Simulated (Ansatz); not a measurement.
From input file to script: CH₇Al₂BOSi, SMILES C[BH][Al]1[O][AlH][SiH2]1 in Ansatz 0.2.0.

```yaml
crystal:
  periodic: [false, false, false]
  atoms:
    - { symbol: C, position_ang: [-1.0913, -2.0885, -1.0964] }
    - { symbol: B, position_ang: [-1.4062, -1.2649, 0.2459] }
    - { symbol: Al, position_ang: [-0.6077, 0.6078, 0.5235] }
    - { symbol: O, position_ang: [-0.1434, 1.7054, 1.9837] }
    - { symbol: Al, position_ang: [1.5805, 2.0756, 1.7525] }
    - { symbol: Si, position_ang: [1.1561, 1.7779, -0.5099] }
    - { symbol: H, position_ang: [-1.627, -3.024, -1.0732] }
    - { symbol: H, position_ang: [-1.4926, -1.4338, -1.9673] }
    - { symbol: H, position_ang: [-0.0455, -2.1863, -1.1971] }
    - { symbol: H, position_ang: [-2.0582, -1.7495, 1.121] }
    - { symbol: H, position_ang: [2.8648, 1.6303, 2.6058] }
    - { symbol: H, position_ang: [2.1805, 0.9072, -1.13] }
    - { symbol: H, position_ang: [0.7104, 3.008, -1.2439] }
basis:
  gaussian: { orbitals: def2-SVP }
hamiltonian:
  xc: pbe0
```

Launched from the shell:
```console
$ ansatz run input.yaml --threads 1 --pin off --max-ram 4096MiB --backend cpu --events-out ev --progress --plain --runs-dir out
Engine: ansatz 0.2.0, aarch64-unknown-linux-gnu
Functional definition: PBE0
  parameter a = 0.25
  parameter kappa = 0.804
  parameter beta = 0.06672455060314922
  exchange = (1 - a)*pbe_x(kappa = kappa, mu = beta*pi^2/3) + a*exact_x
  correlation = pbe_c(beta = beta)
1509 factors; their error is unknown
mean field evaluation 1: about -24911.5168 eV, gradient 6.9e1 eV
mean field evaluation 2: about -24809.1869 eV, gradient 1.8e2 eV
mean field evaluation 4: about -24921.6838 eV, gradient 1.0e1 eV
mean field evaluation 8: about -24921.9796 eV, gradient 1.3e-1 eV
mean field evaluation 16: about -24922.2284 eV, gradient 2.2e-4 eV
mean field -24922.22843215 eV, -915.8750019883 hartree, gradient 3.9e-5 eV, S^2 0.000000; 0 other end points of the search recorded, 0 dependent functions left out
reference -24922.22847080 eV, -915.8750034086 hartree; 33, 33 occupied and 98, 98 virtual orbitals, 1509 factors
Total energy: -24922.22847080 eV, -915.8750034086 hartree
```

Script `deck_ch7al2bosi.py`:
```python
'''CH7Al2BOSi through the session interface.'''

import ansatz as az

deck = {
    'crystal': {
        'periodic': [False, False, False],
        'atoms': [
            {'symbol': 'C', 'position_ang': [-1.0913, -2.0885, -1.0964]},
            {'symbol': 'B', 'position_ang': [-1.4062, -1.2649, 0.2459]},
            {'symbol': 'Al', 'position_ang': [-0.6077, 0.6078, 0.5235]},
            {'symbol': 'O', 'position_ang': [-0.1434, 1.7054, 1.9837]},
            {'symbol': 'Al', 'position_ang': [1.5805, 2.0756, 1.7525]},
            {'symbol': 'Si', 'position_ang': [1.1561, 1.7779, -0.5099]},
            {'symbol': 'H', 'position_ang': [-1.627, -3.024, -1.0732]},
            {'symbol': 'H', 'position_ang': [-1.4926, -1.4338, -1.9673]},
            {'symbol': 'H', 'position_ang': [-0.0455, -2.1863, -1.1971]},
            {'symbol': 'H', 'position_ang': [-2.0582, -1.7495, 1.121]},
            {'symbol': 'H', 'position_ang': [2.8648, 1.6303, 2.6058]},
            {'symbol': 'H', 'position_ang': [2.1805, 0.9072, -1.13]},
            {'symbol': 'H', 'position_ang': [0.7104, 3.008, -1.2439]},
        ],
    },
    'basis': {'gaussian': {'orbitals': 'def2-SVP'}},
    'hamiltonian': {'xc': 'pbe0'},
}
session = az.Session.from_dict(deck)
report = session.plan(threads=1).execute().report

print(f'E = {report["free_energy_ev"]:.6f} eV = {report["free_energy_ev"] / 27.211386246:.7f} Ha')
print('converged:', report['converged'], ' doubts:', report['published_state_doubts'] or 'none')
symbols = ['C', 'B', 'Al', 'O', 'Al', 'Si', 'H', 'H', 'H', 'H', 'H', 'H', 'H']
field = report['mean_field']
print('<S^2> =', round(abs(field['state']['spin_squared']), 4), ' all-electron relativity setting:', field['relativity'])
print('passes:', field['passes'])
if 'symmetry' in field:
    print('occupied orbitals by irrep:', field['symmetry']['occupied'])
```

```console
$ python deck_ch7al2bosi.py
E = -24922.228471 eV = -915.8750034 Ha
converged: True  doubts: none
<S^2> = 0.0  all-electron relativity setting: none
passes: {'evaluations': 16, 'products': 12}
occupied orbitals by irrep: [{'A': 33}, {'A': 33}]
```

Notes:
- Total energies depend on the basis set; only differences at equal settings carry meaning.
- The geometry is a force-field or estimated start, not a minimum of this method, and the basis set is short of its limit.
- Wall time of the script: 5.7 s on 1 thread of Arm Neoverse V1, on a shared host, peak memory 0.33 GiB.

(Lines on the test bed's own set-up are left out of the output.)
